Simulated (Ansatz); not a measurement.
# CH5ClGeSi: how energies converge with the basis set

Aim: see how fast density functionals converge with the basis set for CH5ClGeSi.

Method: one geometry, several basis sets; program: Ansatz 0.2.0, Gaussian basis.

The runs, in order: PBE0-D4/def2-SVP; ωB97M-V/def2-SVP; PBE0-D4/def2-QZVPP; ωB97M-V/def2-QZVPP; the functionals' def2-TZVPP values are taken from earlier runs.

## (1) The geometry

All runs share one geometry, relaxed beforehand with PBE0-D4 in a triple-zeta def2 set.

SMILES `Cl[CH]1[SiH2][GeH2]1`, 9 atoms, charge 0, spin multiplicity 1.

Atoms are counted from 1 here; the program's logs count them from 0.

Bond lengths: Cl1–C2 1.763 Å, C2–Si3 1.890 Å, C2–Ge4 2.013 Å, C2–H5 1.088 Å, Si3–Ge4 2.309 Å, Si3–H6 1.483 Å, Si3–H7 1.479 Å, Ge4–H8 1.529 Å, Ge4–H9 1.527 Å. Angles: Cl1–C2–Si3 120.6°, Cl1–C2–Ge4 121.1°, Cl1–C2–H5 110.3°, Si3–C2–Ge4 72.5°, Si3–C2–H5 115.5°, Ge4–C2–H5 112.4°, C2–Si3–Ge4 56.2°, C2–Si3–H6 117.8°, C2–Si3–H7 114.7°, Ge4–Si3–H6 124.8°, Ge4–Si3–H7 116.9°, H6–Si3–H7 113.7°, C2–Ge4–Si3 51.3°, C2–Ge4–H8 114.2°, C2–Ge4–H9 114.1°, Si3–Ge4–H8 125.0°, Si3–Ge4–H9 119.0°, H8–Ge4–H9 114.8°.

As a file:

```mol
CH5ClGeSi
  3D, bonds by distance, orders not assigned

  9  9  0  0  0  0  0  0  0  0999 V2000
   -2.2776    0.5889    0.6545 Cl  0  0
   -0.8182    0.3784   -0.3125 C   0  0
    0.8719    0.8680    0.3778 Si  0  0
    0.2882   -1.2969   -0.1747 Ge  0  0
   -1.0046    0.6677   -1.3446 H   0  0
    1.7291    1.7505   -0.4502 H   0  0
    0.8759    1.2135    1.8164 H   0  0
    0.5815   -1.9682   -1.5172 H   0  0
   -0.1577   -2.2482    0.9335 H   0  0
  1  2  8  0
  2  3  8  0
  3  4  8  0
  2  5  8  0
  3  6  8  0
  3  7  8  0
  4  8  8  0
  4  9  8  0
  2  4  8  0
M  END
```

## (2) PBE0-D4 in def2-SVP

in.yaml

```yaml
crystal:
  periodic: [false, false, false]
  atoms:
    - {symbol: Cl, position_ang: [-2.277616, 0.588912, 0.654455]}
    - {symbol: C, position_ang: [-0.818229, 0.378449, -0.312529]}
    - {symbol: Si, position_ang: [0.871949, 0.867980, 0.377843]}
    - {symbol: Ge, position_ang: [0.288234, -1.296932, -0.174691]}
    - {symbol: H, position_ang: [-1.004644, 0.667672, -1.344628]}
    - {symbol: H, position_ang: [1.729108, 1.750515, -0.450197]}
    - {symbol: H, position_ang: [0.875932, 1.213466, 1.816417]}
    - {symbol: H, position_ang: [0.581485, -1.968225, -1.517207]}
    - {symbol: H, position_ang: [-0.157721, -2.248238, 0.933536]}
basis:
  gaussian: {orbitals: def2-SVP}
hamiltonian: {xc: pbe0, dispersion: d4}
output: {orbitals: {seedname: orbitals}}
```

Run with:

```console
> ansatz run in.yaml --threads 4 --pin off --events-out ev --progress --plain --max-ram 10444MiB
```

Further steps of the session: ωB97M-V in def2-SVP; PBE0-D4 in def2-QZVPP; ωB97M-V in def2-QZVPP.

Q: Predict the results of all the runs planned. Wanted: PBE0-D4: double and triple zeta above quadruple; ωB97M-V: double and triple zeta above quadruple.

The runs gave:

| quantity | value |
| --- | --- |
| PBE0-D4: double and triple zeta above quadruple | 17.38, 1.92 eV |
| ωB97M-V: double and triple zeta above quadruple | 17.30, 1.85 eV |

In words: PBE0-D4 gains 15.46 eV from double to triple zeta, then 1.92 eV more. Total energies overstate the basis error of differences, where much of it tends to cancel. The LUMO of ωB97M-V is positive and keeps falling with the basis (1.46 to 0.83 eV): an unbound level that the basis holds in place.
